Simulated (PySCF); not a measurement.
# SnH₃: from HF to coupled cluster

Aim: at the PBE0 minimum of doublet SnH₃, found before, compare methods on energies and levels.

Method: several methods, basis Sn def2-TZVP with ECP28, H def2-TZVP, scalar-relativistic core potentials, no spin–orbit coupling, density fitting; program: PySCF 2.14.0.

## Step 1: Starting geometry

4 atoms, charge 0, spin multiplicity 2.

Bond lengths: Sn1–H2 1.715 Å, Sn1–H3 1.715 Å, Sn1–H4 1.715 Å. Angles: H2–Sn1–H3 109.7°, H2–Sn1–H4 109.7°, H3–Sn1–H4 109.7°.

```xyz
4
charge 0 multiplicity 2
Sn    0.0000    0.0000   -0.0139
H     1.6188    0.0000    0.5521
H    -0.8094    1.4020    0.5521
H    -0.8094   -1.4020    0.5521
```

## Step 2: CCSD(T)

The steps are one call of a driver around PySCF; scf.py gives each level's set-up. Each SCF starts from the density of the minimum. The driver also runs the species with one electron less or more at the same geometry (one less: multiplicity 1, one more: multiplicity 1); their logs are not shown.

scf.py

```python
from pyscf import gto, scf, dft
mol = gto.M(atom='''
Sn     0.000000     0.000000    -0.013923
H      1.618833     0.000002     0.552149
H     -0.809419     1.401950     0.552148
H     -0.809415    -1.401952     0.552147''',
    basis={'Sn': 'def2-TZVP', 'H': 'def2-TZVP'},
    ecp={'Sn': 'def2-TZVP'},
    charge=0, spin=1)
mf = scf.UHF(mol)
aux = {'Sn': 'def2-universal-JKFIT', 'H': 'def2-universal-JKFIT'}
mf = mf.density_fit(auxbasis=aux)
mf.conv_tol = 1e-08
mf.diis_space = 10
mf.max_cycle = 60
mf.verbose = 4
mf.kernel()
from pyscf import cc
mycc = cc.CCSD(mf, frozen=4).run()
mycc.ccsd_t()
```

Started as:

```sh
$ OMP_NUM_THREADS=4 python axn.py task.json out
```

The log of the run:

```text
init E= -215.035465265496
[... the frontier-level lines of each cycle are left out ...]
cycle= 1 E= -215.046771357706  delta_E= -0.0113  |g|= 0.034  |ddm|= 0.343
cycle= 2 E= -215.04780911009  delta_E= -0.00104  |g|= 0.0108  |ddm|=  0.1
cycle= 3 E= -215.047979502288  delta_E= -0.00017  |g|= 0.00436  |ddm|= 0.0322
cycle= 4 E= -215.048002850243  delta_E= -2.33e-05  |g|= 0.00149  |ddm|= 0.0122
cycle= 5 E= -215.048008992462  delta_E= -6.14e-06  |g|= 0.00051  |ddm|= 0.00573
cycle= 6 E= -215.048009801808  delta_E= -8.09e-07  |g|= 0.000225  |ddm|= 0.00184
cycle= 7 E= -215.048009966008  delta_E= -1.64e-07  |g|= 0.000106  |ddm|= 0.000924
cycle= 8 E= -215.048010003549  delta_E= -3.75e-08  |g|= 4.18e-05  |ddm|= 0.000529
cycle= 9 E= -215.048010009343  delta_E= -5.79e-09  |g|= 8.03e-06  |ddm|= 0.00026
Extra cycle  E= -215.048010009443  delta_E= -1e-10  |g|= 4.29e-06  |ddm|= 1.68e-05
converged SCF energy = -215.048010009443  <S^2> = 0.75389362  2S+1 = 2.0038898
CCSD nocc = (np.int64(9), np.int64(8)), nmo = (64, 64)
Init t2, MP2 energy = -0.311238280921111
UCCSD converged
E(UCCSD) = -215.3743407082693  E_corr = -0.3263306988261899
UCCSD(T) correction = -0.00745348615904101
```

This level, with the species of one electron less or more, took 20 s on 4 threads of Arm Neoverse V2, shared host.

* energy: -215.381794 Eh
* one electron less (charge +1): -215.076963 Eh (singlet, ⟨S²⟩ 0.00)
* one electron more (charge -1): -215.422922 Eh (singlet, ⟨S²⟩ 0.00)
* MP2 correlation in its own fitting basis (same spin, opposite spin): -0.31168 Eh (-0.09718, -0.21450)
* CCSD, (T): -0.32633, -0.00745 Eh; T1 0.016, D1 0.051

## Step 3: HF

scf.py, as its differences from that of step 2:

```diff
@@ -18,3 +17,0 @@
-from pyscf import cc
-mycc = cc.CCSD(mf, frozen=4).run()
-mycc.ccsd_t()
```

The SCF cycles repeat those of step 2.

This level, with the species of one electron less or more, took under 0.5 s.

```
energy                        : -215.048010 Eh
one electron less (charge +1) : -214.754428 Eh (singlet, ⟨S²⟩ 0.00)
one electron more (charge -1) : -215.056501 Eh (singlet, ⟨S²⟩ 0.00)
Mulliken charge of Sn1        : +0.23 e
```

## Step 4: PBE0

scf.py, as its differences from that of step 3:

```diff
@@ -10 +10,2 @@
-mf = scf.UHF(mol)
+mf = dft.UKS(mol, xc='PBE0')
+mf.grids.atom_grid = (75, 302)
```

The log of the run:

```text
init E= -216.041475338027
[... the frontier-level lines of each cycle are left out ...]
cycle= 1 E= -216.041475338029  delta_E= -2.22e-12  |g|= 1.69e-06  |ddm|= 5.36e-06
Extra cycle  E= -216.041475338031  delta_E= -1.79e-12  |g|= 1.37e-06  |ddm|= 3.23e-06
converged SCF energy = -216.041475338031  <S^2> = 0.75162039  2S+1 = 2.0016197
```

This level, with the species of one electron less or more, took 0.8 s.

| Item | Value |
| --- | --- |
| energy | -216.041475 Eh |
| one electron less (charge +1) | -215.732780 Eh (singlet, ⟨S²⟩ 0.00) |
| one electron more (charge -1) | -216.085359 Eh (singlet, ⟨S²⟩ 0.00) |
| Mulliken charge of Sn1 | +0.13 e |

## Step 5: PBE

scf.py, as its differences from that of step 4:

```diff
@@ -10 +10 @@
-mf = dft.UKS(mol, xc='PBE0')
+mf = dft.UKS(mol, xc='PBE')
```

The log of the run:

```text
init E= -216.025442153091
[... the frontier-level lines of each cycle are left out ...]
cycle= 1 E= -216.026893336782  delta_E= -0.00145  |g|= 0.0188  |ddm|= 0.177
cycle= 2 E= -216.026908388447  delta_E= -1.51e-05  |g|= 0.017  |ddm|= 0.0375
cycle= 3 E= -216.026983505611  delta_E= -7.51e-05  |g|= 0.00147  |ddm|= 0.0192
cycle= 4 E= -216.02698477324  delta_E= -1.27e-06  |g|= 0.000197  |ddm|= 0.00315
cycle= 5 E= -216.026984798036  delta_E= -2.48e-08  |g|= 0.000145  |ddm|= 0.000514
cycle= 6 E= -216.026984807307  delta_E= -9.27e-09  |g|= 8.18e-06  |ddm|= 0.000158
Extra cycle  E= -216.026984807352  delta_E= -4.57e-11  |g|= 7.19e-06  |ddm|= 2.62e-05
converged SCF energy = -216.026984807352  <S^2> = 0.75122462  2S+1 = 2.0012242
```

This level, with the species of one electron less or more, took 1.5 s.

```
energy                        : -216.026985 Eh
one electron less (charge +1) : -215.721166 Eh (singlet, ⟨S²⟩ 0.00)
one electron more (charge -1) : -216.072433 Eh (singlet, ⟨S²⟩ 0.00)
Mulliken charge of Sn1        : +0.15 e
```

## Step 6: B3LYP

scf.py, as its differences from that of step 5:

```diff
@@ -10 +10 @@
-mf = dft.UKS(mol, xc='PBE')
+mf = dft.UKS(mol, xc='B3LYP')
```

The log of the run:

```text
init E= -216.119389562034
[... the frontier-level lines of each cycle are left out ...]
cycle= 1 E= -216.120093830583  delta_E= -0.000704  |g|= 0.00847  |ddm|= 0.126
cycle= 2 E= -216.120114660043  delta_E= -2.08e-05  |g|= 0.00816  |ddm|= 0.0314
cycle= 3 E= -216.120140831471  delta_E= -2.62e-05  |g|= 0.000758  |ddm|= 0.0116
cycle= 4 E= -216.120141547995  delta_E= -7.17e-07  |g|= 0.000344  |ddm|= 0.00212
cycle= 5 E= -216.120141734925  delta_E= -1.87e-07  |g|= 0.000105  |ddm|= 0.00114
cycle= 6 E= -216.120141748481  delta_E= -1.36e-08  |g|= 5.65e-05  |ddm|= 0.000287
cycle= 7 E= -216.120141751179  delta_E= -2.7e-09  |g|= 5.03e-06  |ddm|= 0.000126
Extra cycle  E= -216.12014175119  delta_E= -1.15e-11  |g|= 4.25e-06  |ddm|= 1.22e-05
converged SCF energy = -216.12014175119  <S^2> = 0.75106661  2S+1 = 2.0010663
```

This level, with the species of one electron less or more, took 1.4 s on 4 threads of Arm Neoverse V2, shared host.

| Quantity | Value |
| --- | --- |
| energy | -216.120142 Eh |
| one electron less (charge +1) | -215.810072 Eh (singlet, ⟨S²⟩ 0.00) |
| one electron more (charge -1) | -216.168781 Eh (singlet, ⟨S²⟩ 0.00) |
| Mulliken charge of Sn1 | +0.23 e |

## Step 7: r2SCAN

scf.py, as its differences from that of step 6:

```diff
@@ -10,2 +10,2 @@
-mf = dft.UKS(mol, xc='B3LYP')
-mf.grids.atom_grid = (75, 302)
+mf = dft.UKS(mol, xc='R2SCAN')
+mf.grids.atom_grid = (90, 434)
```

The log of the run:

```text
init E= -216.117947302365
[... the frontier-level lines of each cycle are left out ...]
cycle= 1 E= -216.11862100265  delta_E= -0.000674  |g|= 0.0061  |ddm|= 0.129
cycle= 2 E= -216.118622922801  delta_E= -1.92e-06  |g|= 0.00623  |ddm|= 0.0146
cycle= 3 E= -216.118635293285  delta_E= -1.24e-05  |g|= 0.000357  |ddm|= 0.00786
cycle= 4 E= -216.118635396972  delta_E= -1.04e-07  |g|= 0.000134  |ddm|= 0.00105
cycle= 5 E= -216.118635414807  delta_E= -1.78e-08  |g|= 2.01e-05  |ddm|= 0.000329
cycle= 6 E= -216.118635415272  delta_E= -4.65e-10  |g|= 5.51e-06  |ddm|= 5.75e-05
Extra cycle  E= -216.118635415298  delta_E= -2.51e-11  |g|= 4.52e-06  |ddm|= 1.45e-05
converged SCF energy = -216.118635415298  <S^2> = 0.75275323  2S+1 = 2.0027513
```

This level, with the species of one electron less or more, took 3.8 s.

| Item | Value |
| --- | --- |
| energy | -216.118635 Eh |
| one electron less (charge +1) | -215.805849 Eh (singlet, ⟨S²⟩ 0.00) |
| one electron more (charge -1) | -216.161810 Eh (singlet, ⟨S²⟩ 0.00) |
| Mulliken charge of Sn1 | +0.18 e |

## Step 8: wB97X

scf.py, as its differences from that of step 7:

```diff
@@ -10,2 +10,2 @@
-mf = dft.UKS(mol, xc='R2SCAN')
-mf.grids.atom_grid = (90, 434)
+mf = dft.UKS(mol, xc='WB97X')
+mf.grids.atom_grid = (75, 302)
```

The log of the run:

```text
init E= -216.077936468193
[... the frontier-level lines of each cycle are left out ...]
cycle= 1 E= -216.079288849087  delta_E= -0.00135  |g|= 0.00844  |ddm|= 0.111
cycle= 2 E= -216.079375297663  delta_E= -8.64e-05  |g|= 0.00296  |ddm|= 0.0211
cycle= 3 E= -216.079387922042  delta_E= -1.26e-05  |g|= 0.00179  |ddm|= 0.00764
cycle= 4 E= -216.079391101379  delta_E= -3.18e-06  |g|= 0.000552  |ddm|= 0.00307
cycle= 5 E= -216.079391995656  delta_E= -8.94e-07  |g|= 0.000174  |ddm|= 0.00241
cycle= 6 E= -216.079392063511  delta_E= -6.79e-08  |g|= 6.26e-05  |ddm|= 0.000803
cycle= 7 E= -216.079392070167  delta_E= -6.66e-09  |g|= 1.64e-05  |ddm|= 0.000274
Extra cycle  E= -216.079392070531  delta_E= -3.63e-10  |g|= 9.58e-06  |ddm|= 4.85e-05
converged SCF energy = -216.079392070531  <S^2> = 0.75148137  2S+1 = 2.0014808
```

This level, with the species of one electron less or more, took 1.6 s.

| Item | Value |
| --- | --- |
| energy | -216.079392 Eh |
| one electron less (charge +1) | -215.774575 Eh (singlet, ⟨S²⟩ 0.00) |
| one electron more (charge -1) | -216.129457 Eh (singlet, ⟨S²⟩ 0.00) |
| Mulliken charge of Sn1 | +0.18 e |

## Step 9: Comparison of the levels

| level | atomisation energy (kJ/mol) | vertical ionisation energy (eV) | vertical electron affinity (eV) | −ε(HOMO) (eV) | gap (eV) | dipole (D) | wall time |
| --- | --- | --- | --- | --- | --- | --- | --- |
| CCSD(T) | 722 | 8.29 | 1.12 | – | – | – | 20 s |
| HF | 548 | 7.99 | 0.23 | 8.61 | 8.95 | 0.39 | under 0.5 s |
| PBE0 | 734 | 8.40 | 1.19 | 6.13 | 3.09 | 0.29 | 0.8 s |
| PBE | 732 | 8.32 | 1.24 | 5.13 | 1.17 | 0.27 | 1.5 s |
| B3LYP | 751 | 8.44 | 1.32 | 5.89 | 2.42 | 0.35 | 1.4 s |
| r2SCAN | 756 | 8.51 | 1.17 | 5.48 | 1.95 | 0.31 | 3.8 s |
| wB97X | 769 | 8.29 | 1.36 | 8.11 | 6.41 | 0.28 | 1.6 s |

Times are for 4 threads of Arm Neoverse V2, shared host; PBE0 starts from its own converged density, so its time is not comparable. A dash stands where a species or a free atom was not run at that level, or the quantity is not defined.

Atomisation goes to high-spin atoms in their ground configurations, run at the same level, without zero-point energy.

## Step 10: Outcome

| quantity | value |
| --- | --- |
| atomisation energy, CCSD(T) in this basis | 722 kJ/mol |
| vertical ionisation energy, CCSD(T) | 8.29 eV |
| vertical electron affinity, CCSD(T) | 1.12 eV |
| orbital gap, range | 1.17 (PBE) to 8.95 (HF) eV |
| T1, D1 | 0.016, 0.051 |
| T1, D1 of the cation | 0.015, 0.049 |
| T1, D1 of the anion | 0.015, 0.038 |

What this shows: The functionals' atomisation energies stand +10 kJ/mol (PBE) to +47 kJ/mol (wB97X) from CCSD(T); much of that can be the slow basis convergence of CCSD(T), which binds tens of kJ/mol more at its limit, so it ranks no functional. HF lacks the correlation that pairing electrons in bonds brings, so it binds too weakly, by 174 kJ/mol even against this CCSD(T). Against CCSD(T), the vertical ionisation energy is best met by wB97X (-0.00 eV) and worst by HF (-0.31 eV). CCSD(T) took 20 s, about 13 times as long as wB97X (1.6 s), which misses it by 0.00 eV. Against CCSD(T), the vertical electron affinity is best met by r2SCAN (+0.06 eV) and worst by HF (-0.89 eV). PBE's −ε(HOMO), 5.1 eV, falls 3.2 eV short of the ionisation energy, while its energy difference gives 8.3 eV. Without diffuse functions electron affinities tend to come out too low. Spin–orbit coupling, left out here, can matter for elements this heavy.
